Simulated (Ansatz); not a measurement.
# ZrS: energy and stress against strain

This session takes ZrS and sets out to strain the cell along the Voigt pattern (1, -1, 0, 0, 0, 0).

The COD entry's cell or inner coordinates are ideal or old and differ from later refinements, so a difference from it is no clean test against experiment.

Method: DFT r2SCAN, scalar-relativistic, plane waves, PAW, in Ansatz 0.2.0.

## (1) The structure to begin with

It takes space group Fm-3m (No. 225, cubic). Conventional cell: a = 5.250 Å, b = 5.250 Å, c = 5.250 Å, α = 90.00°, β = 90.00°, γ = 90.00°. Around Zr (site symmetry m-3m) lie 6 S at 2.62 Å. Around S (site symmetry m-3m) lie 6 Zr at 2.62 Å.

As a file:

```cif
data_structure
_symmetry_space_group_name_H-M 'Fm-3m'
_symmetry_Int_Tables_number 225
_cell_length_a 5.2500
_cell_length_b 5.2500
_cell_length_c 5.2500
_cell_angle_alpha 90.000
_cell_angle_beta 90.000
_cell_angle_gamma 90.000
_cell_volume 144.70
loop_
_atom_site_label
_atom_site_type_symbol
_atom_site_symmetry_multiplicity
_atom_site_Wyckoff_symbol
_atom_site_fract_x
_atom_site_fract_y
_atom_site_fract_z
_atom_site_occupancy
Zr1 Zr 4 a 0.00000 0.00000 0.00000 1
S1 S 4 b 0.50000 0.00000 0.00000 1
```

No relaxation comes first: the listed cell is the starting point.

## (2) Zero of energy

Reference values: F = -5103.9798 eV; pressure -2.01 GPa; largest force 0.000 eV/Å; gap on the mesh none (metal). It was computed beforehand with the settings of the runs below.

## (3) The scan: energy and stress against strain

The cell is strained by ε times the Voigt pattern (1, -1, 0, 0, 0, 0) (xx, yy, zz, yz, xz, xy; engineering shear), with fractional coordinates fixed (clamped ions). The stress on the pattern is the sum of the stress components weighted by it, tension positive.

## (4) Point ε = -0.0200

Input file input.yaml:

```yaml
crystal:
  lattice:
    - [0.0, 2.6775, 2.625]
    - [2.5725, 0.0, 2.625]
    - [2.5725, 2.6775, 0.0]
  atoms:
    - { symbol: Zr, position: [0.0, 0.0, 0.0] }
    - { symbol: S, position: [0.5, 0.5, 0.5] }
basis:
  ecutwfc: 500
kpoints:
  mp_grid: { grid: [16, 16, 16] }
hamiltonian:
  xc: r2scan
scf:
  occupations: { method: gaussian, width: 0.15 }
output:
  forces: true
  stress: true
  eigenvalues: true
```

Started as:

```bash
$ ansatz run input.yaml --threads 1 --pin off --max-ram 2560MiB --backend cpu --events-out ev --progress --plain --runs-dir out
```

## (5) At ε = 0.0150

input.yaml, as its differences from that of step 4:

```diff
@@ -2,5 +2,5 @@
   lattice:
-    - [0.0, 2.6775, 2.625]
-    - [2.5725, 0.0, 2.625]
-    - [2.5725, 2.6775, 0.0]
+    - [0.0, 2.585625, 2.625]
+    - [2.664375, 0.0, 2.625]
+    - [2.664375, 2.585625, 0.0]
   atoms:
```

## (6) At ε = -0.0100

input.yaml, as its differences from that of step 5:

```diff
@@ -2,5 +2,5 @@
   lattice:
-    - [0.0, 2.585625, 2.625]
-    - [2.664375, 0.0, 2.625]
-    - [2.664375, 2.585625, 0.0]
+    - [0.0, 2.65125, 2.625]
+    - [2.59875, 0.0, 2.625]
+    - [2.59875, 2.65125, 0.0]
   atoms:
```

## (7) ε = 0.0050

input.yaml, as its differences from that of step 6:

```diff
@@ -2,5 +2,5 @@
   lattice:
-    - [0.0, 2.65125, 2.625]
-    - [2.59875, 0.0, 2.625]
-    - [2.59875, 2.65125, 0.0]
+    - [0.0, 2.611875, 2.625]
+    - [2.638125, 0.0, 2.625]
+    - [2.638125, 2.611875, 0.0]
   atoms:
```

## (8) Point ε = 0.0175

input.yaml, as its differences from that of step 7:

```diff
@@ -2,5 +2,5 @@
   lattice:
-    - [0.0, 2.611875, 2.625]
-    - [2.638125, 0.0, 2.625]
-    - [2.638125, 2.611875, 0.0]
+    - [0.0, 2.5790625, 2.625]
+    - [2.6709375, 0.0, 2.625]
+    - [2.6709375, 2.5790625, 0.0]
   atoms:
```

## (9) Point ε = 0.0125

input.yaml, as its differences from that of step 8:

```diff
@@ -2,5 +2,5 @@
   lattice:
-    - [0.0, 2.5790625, 2.625]
-    - [2.6709375, 0.0, 2.625]
-    - [2.6709375, 2.5790625, 0.0]
+    - [0.0, 2.5921875, 2.625]
+    - [2.6578125, 0.0, 2.625]
+    - [2.6578125, 2.5921875, 0.0]
   atoms:
```

## (10) At ε = 0.0075

input.yaml, as its differences from that of step 9:

```diff
@@ -2,5 +2,5 @@
   lattice:
-    - [0.0, 2.5921875, 2.625]
-    - [2.6578125, 0.0, 2.625]
-    - [2.6578125, 2.5921875, 0.0]
+    - [0.0, 2.6053125, 2.625]
+    - [2.6446875, 0.0, 2.625]
+    - [2.6446875, 2.6053125, 0.0]
   atoms:
```

## (11) Point ε = 0.0025

input.yaml, as its differences from that of step 10:

```diff
@@ -2,5 +2,5 @@
   lattice:
-    - [0.0, 2.6053125, 2.625]
-    - [2.6446875, 0.0, 2.625]
-    - [2.6446875, 2.6053125, 0.0]
+    - [0.0, 2.6184375, 2.625]
+    - [2.6315625, 0.0, 2.625]
+    - [2.6315625, 2.6184375, 0.0]
   atoms:
```

(Steps that only read results are left out.)

Q: Predict the outcome of this session. Wanted: slope of the stress at ε = 0, from the points at -0.0100, 0 and 0.0025.

The runs gave:

| quantity | value |
| --- | --- |
| slope of the stress at ε = 0, from the points at -0.0100, 0 and 0.0025 | 515 GPa |

From the stress slope, C11 + C22 − 2 C12 is about 515 GPa with the ions clamped; letting the atoms relax could not make it stiffer. The reference stands under -2.0 GPa, so this is no zero-stress constant. No sampled point lies below the undisturbed cell.
